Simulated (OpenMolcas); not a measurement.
# BAsH4 (SMILES B[AsH2]): levels of theory compared

Aim: a comparison of 6 runs (HF/3-21G, HF/def2-SVP, B3LYP/6-31G*, TPSSh/def2-SVP, B2PLYP/pcseg-2, MP2/pcseg-2) of BAsH4. 

Program for the calculation: OpenMolcas 26.06.

3 further runs of the same task are left out: 1 that didn't finish, 2 set aside as unsound or not needed.

### 1 Starting point

The species is BAsH4 (6 atoms), meant as a singlet with charge 0. SMILES: `B[AsH2]`. The shape comes from GFN2-xTB, which is rough for such elements, and wasn't checked as a minimum.

Bond lengths: B1–As2 1.975 Å, B1–H3 1.172 Å, B1–H4 1.172 Å, As2–H5 1.499 Å, As2–H6 1.498 Å. Angles: B1–As2–H5 96.5°, B1–As2–H6 96.5°, As2–B1–H3 120.9°, As2–B1–H4 121.0°, H5–As2–H6 91.6°, H3–B1–H4 117.7°.

### 2 Energy and gradient at HF/3-21G (run 1)

File mol.xyz:

```xyz
6

B     -0.031970    -0.884410     0.174880
As     0.579370     0.991700     0.253910
H     -0.797110    -1.301140     0.959340
H      0.457050    -1.647340    -0.567880
H      0.571590     1.235290    -1.225060
H     -0.778940     1.605910     0.404800
```

File job.inp:

```
* AsBH4 Hartree-Fock

&gateway
  baslib=$CurrDir
  coord=mol.xyz
  basis=3-21G
  group=NoSym

&seward

&scf
  thresholds=1e-10 1e-07 1e-07 1e-05
  prorbitals=1

&alaska
```

The basis set 3-21G is read from a file made from the Basis Set Exchange's data (not shown).

Run with:

```sh
export MOLCAS_MEM=1860
pymolcas job.inp > job.log
```

The log of the run:

```text
--- Start Module: gateway ---
[...]
--- Stop Module: gateway /rc=_RC_ALL_IS_WELL_ ---
[...]
      Basis functions           39
[...]
--- Start Module: scf ---
[...]
       Convergence after  12 Iterations
[...]
::    Total SCF energy                              -2250.2393843654
[...]
      Total spin, S                                     0.0000000000
[...]
      Total electronic charge=   42.000000
      Total            charge=   -0.000000
[...]
      Dipole Moment (debye):
      Origin of the operator (angstrom)=    0.4725    0.7165    0.2281
                   X= -5.3540E-01               Y= -2.7696E-01               Z= -3.7934E-01           Total=  7.1222E-01
      Quadrupole Moment (debye*angstrom):
[...]
--- Stop Module: scf /rc=_RC_ALL_IS_WELL_ ---
--- Start Module: alaska ---
[...]
 *              Molecular gradients               *
 **************************************************
  Irreducible representation: a
 ------------------------------------------------------------------------------------------
                              X                       Y                       Z
 ------------------------------------------------------------------------------------------
  B1               -1.25215432167369E-04    1.55314628161936E-02   -4.09238080448660E-03
  AS2               6.87189289136469E-04   -9.99043429810520E-03    3.13322131484650E-03
  H3                5.74902372240249E-03   -4.77658192032937E-05   -5.03219451283643E-03
  H4               -3.75288022282882E-03    2.71841427846908E-03    6.47878254849932E-03
  H5               -8.24645562327631E-03   -2.18419647030166E-03    8.07530064551543E-03
  H6                5.68833826674542E-03   -6.02748050706925E-03   -8.56272919153384E-03
 ------------------------------------------------------------------------------------------
--- Stop Module: alaska /rc=_RC_ALL_IS_WELL_ ---
[...]
```

It took 1.8 s on 1 thread of Arm Neoverse V2, shared host; peak memory 0.37 GiB.

### 3 Energy and forces at HF/def2-SVP (run 2)

File run.inp:

```
>>> EXPORT MOLCAS_PRINT=2

&GATEWAY
 BasLib = $CurrDir
 Coord
 6
 angstrom
 B       -0.031970      -0.884410       0.174880
 As       0.579370       0.991700       0.253910
 H       -0.797110      -1.301140       0.959340
 H        0.457050      -1.647340      -0.567880
 H        0.571590       1.235290      -1.225060
 H       -0.778940       1.605910       0.404800
 Basis = def2-SVP
 Group = NoSym

&SEWARD

&SCF
 Thresholds = 1e-10 1e-07 1e-07 1e-05
 PrOrbitals = 1

&ALASKA
```

The basis set def2-SVP is read from a file made from the Basis Set Exchange's data (not shown).

Run with:

```sh
export MOLCAS_MEM=1860
pymolcas run.inp > run.log
```

The log of the run:

```text
--- Start Module: gateway ---
[...]
--- Stop Module: gateway /rc=_RC_ALL_IS_WELL_ ---
[...]
      Basis functions           66
[...]
--- Start Module: scf ---
[...]
       Convergence after  14 Iterations
[...]
::    Total SCF energy                              -2260.8806498934
[...]
      Total spin, S                                     0.0000000000
[...]
      Total electronic charge=   42.000000
      Total            charge=   -0.000000
[...]
      Dipole Moment (debye):
      Origin of the operator (angstrom)=    0.4725    0.7165    0.2281
                   X= -4.8064E-01               Y= -3.6016E-01               Z= -3.1565E-01           Total=  6.7850E-01
      Quadrupole Moment (debye*angstrom):
[...]
--- Stop Module: scf /rc=_RC_ALL_IS_WELL_ ---
[...]
--- Start Module: alaska ---
[...]
 *              Molecular gradients               *
 **************************************************
  Irreducible representation: a
 ------------------------------------------------------------------------------------------
                              X                       Y                       Z
 ------------------------------------------------------------------------------------------
  B1               -7.97402386273571E-04    8.18382282001373E-03   -2.98963659511298E-03
  AS2               1.05705559148106E-03   -1.46976959414769E-02    4.53535809426153E-03
  H3                9.88315011976537E-03    2.89049152275123E-03   -8.94583203750043E-03
  H4               -5.93900259242286E-03    7.41128463234686E-03    1.02753319568860E-02
  H5               -6.82907752248380E-03   -5.91662023297523E-04    4.16253388014010E-03
  H6                2.62527678989333E-03   -3.19624101033078E-03   -7.03775529867801E-03
 ------------------------------------------------------------------------------------------
--- Stop Module: alaska /rc=_RC_ALL_IS_WELL_ ---
[...]
```

It took 3.9 s on 1 thread of Arm Neoverse V2, shared host; peak memory 0.41 GiB.

### 4 Energy and gradient at B3LYP/6-31G(d) (spherical functions) (run 3)

File geom.xyz:

```xyz
6

B     -0.031970    -0.884410     0.174880
As     0.579370     0.991700     0.253910
H     -0.797110    -1.301140     0.959340
H      0.457050    -1.647340    -0.567880
H      0.571590     1.235290    -1.225060
H     -0.778940     1.605910     0.404800
```

File calc.inp:

```
* AsBH4 Kohn-Sham DFT
&gateway
baslib = $CurrDir
coord = geom.xyz
basis = 6-31Gs
group = NoSym
&seward
gridinput
Grid=UltraFine
End of Grid
&scf
ksdft = B3LYP
thresholds = 1e-10 1e-07 1e-07 1e-05
prorbitals = 1 1
&alaska
```

The basis set 6-31G* is read from a file made from the Basis Set Exchange's data (not shown).

Run with:

```sh
export MOLCAS_MEM=1860
pymolcas calc.inp > calc.log
```

The log of the run:

```text
--- Start Module: gateway ---
[...]
--- Stop Module: gateway /rc=_RC_ALL_IS_WELL_ ---
[...]
      Basis functions           54
[...]
--- Start Module: scf ---
[...]
       Convergence after  14 Iterations
[...]
::    Total KS-DFT energy                           -2262.8471659939
[...]
      Total spin, S                                     0.0000000000
[...]
      Total electronic charge=   42.000000
      Total            charge=   -0.000000
[...]
      Dipole Moment (debye):
      Origin of the operator (angstrom)=    0.4725    0.7165    0.2281
                   X= -4.5922E-01               Y= -8.8521E-02               Z= -3.5954E-01           Total=  5.8990E-01
      Quadrupole Moment (debye*angstrom):
[...]
--- Stop Module: scf /rc=_RC_ALL_IS_WELL_ ---
[...]
--- Start Module: alaska ---
[...]
 *              Molecular gradients               *
 **************************************************
  Irreducible representation: a
 ------------------------------------------------------------------------------------------
                              X                       Y                       Z
 ------------------------------------------------------------------------------------------
  B1                8.19435908048227E-04    4.03466085125181E-03   -6.87018662022032E-04
  AS2              -6.84009460117529E-03   -5.56669667068377E-03   -4.09938327521608E-03
  H3                7.36831380787528E-03    2.17045715252850E-03   -7.90074746669900E-03
  H4               -5.64264417381066E-03    5.90962669047501E-03    7.88311329253544E-03
  H5               -4.84087050268578E-03   -1.35182649794952E-03    1.07384234453924E-02
  H6                9.13585956176277E-03   -5.19622152565402E-03   -5.93438733399160E-03
 ------------------------------------------------------------------------------------------
--- Stop Module: alaska /rc=_RC_ALL_IS_WELL_ ---
[...]
```

Wall time 12 s (1 thread of Arm Neoverse V2, shared host); peak memory 0.39 GiB.

Runs 4 to 5 aren't shown in full; the table further down has their settings and results.

### 5 A single-point energy at MP2/pcseg-2 (run 6)

File calc.input:

```
&GATEWAY
BasLib=$CurrDir
Coord
6
angstrom
B       -0.031970      -0.884410       0.174880
As       0.579370       0.991700       0.253910
H       -0.797110      -1.301140       0.959340
H        0.457050      -1.647340      -0.567880
H        0.571590       1.235290      -1.225060
H       -0.778940       1.605910       0.404800
Basis=pcseg-2
Group=NoSym
&SEWARD
&SCF
Thresholds=1e-11 1e-08 1e-08 1e-06
Iterations=30
Core
PrOrbitals=1
&MBPT2
Frozen=10
```

The basis set pcseg-2 is read from a file made from the Basis Set Exchange's data (not shown).

Run with:

```sh
export MOLCAS_MEM=1860
pymolcas calc.input > calc.log
```

The log of the run:

```text
--- Start Module: gateway ---
[...]
--- Stop Module: gateway /rc=_RC_ALL_IS_WELL_ ---
[...]
      Basis functions          129
[...]
--- Start Module: scf ---
[...]
       Convergence after  23 Iterations
[...]
::    Total SCF energy                              -2261.2020878139
[...]
      Total spin, S                                     0.0000000000
[...]
      Total electronic charge=   42.000000
      Total            charge=   -0.000000
[...]
      Dipole Moment (debye):
      Origin of the operator (angstrom)=    0.4725    0.7165    0.2281
                   X= -4.5435E-01               Y= -3.4981E-01               Z= -2.9646E-01           Total=  6.4551E-01
      Quadrupole Moment (debye*angstrom):
[...]
--- Stop Module: scf /rc=_RC_ALL_IS_WELL_ ---
[...]
--- Start Module: mbpt2 ---
[...]
WARNING!
Default frozen orbitals as non valence orbitals is overwritten by user input.
Default values:  15
[...]
       Reference weight ( Cref**2 )         =        0.89589
::    Total MBPT2 energy                            -2261.5236219807
[...]
      Total MBPT2 calculations                           0.83      0.90
--- Stop Module: mbpt2 /rc=_RC_ALL_IS_WELL_ ---
[...]
```

It took 29 s on 1 thread of Arm Neoverse V2, shared host; peak memory 0.89 GiB.

### 6 Overview of the runs

```tsv
run	level	integration grid	task	energy (Eh)	dipole moment (D) of the reference	HOMO energy (eV)	LUMO energy (eV)	wall time
1	HF/3-21G	–	gradient	-2250.239384	0.71	-9.82	1.83	1.8 s
2	HF/def2-SVP	–	gradient	-2260.880650	0.68	-9.91	1.72	3.9 s
3	B3LYP/6-31G* (spherical functions)	UltraFine	gradient	-2262.847166	0.59	-7.25	-1.79	12 s
4	TPSSh/def2-SVP	UltraFine	gradient	-2262.762829	0.42	-7.01	-2.28	20 s
5	B2PLYP/pcseg-2	UltraFine	energy	-2262.709370	0.45	-8.45	-0.64	41 s
6	MP2/pcseg-2	–	energy	-2261.523622	0.65	-9.93	1.38	29 s
```

### 7 Summary of results

| quantity | value |
| --- | --- |
| run 6: total energy | -2261.52362 Eh |
| run 6: dipole moment (mean-field density) | 0.65 D |
| run 6: HOMO energy (Hartree–Fock orbitals) | -9.93 eV |
| run 6: LUMO energy (Hartree–Fock orbitals) | 1.38 eV |
| run 6: HOMO–LUMO gap (Hartree–Fock orbitals) | 11.31 eV |
| run 6: correlation energy (10 core orbitals frozen) | -321.5 mEh |

Over runs 1, 2, 3, 4, 5 the dipole moment (its size) runs from 0.42 D (TPSSh/def2-SVP) to 0.71 D (HF/3-21G). The two ends differ in method and basis. Over runs 1, 2, 3, 4, 5 the HOMO–LUMO gap runs from 4.73 eV (TPSSh/def2-SVP) to 11.65 eV (HF/3-21G). For B2PLYP the log adds the whole second-order term; the table takes 0.27 of it, as the functional is defined. Totals of different functionals can't be ranked against each other. All runs together took 1.8 min, the longest 41 s.
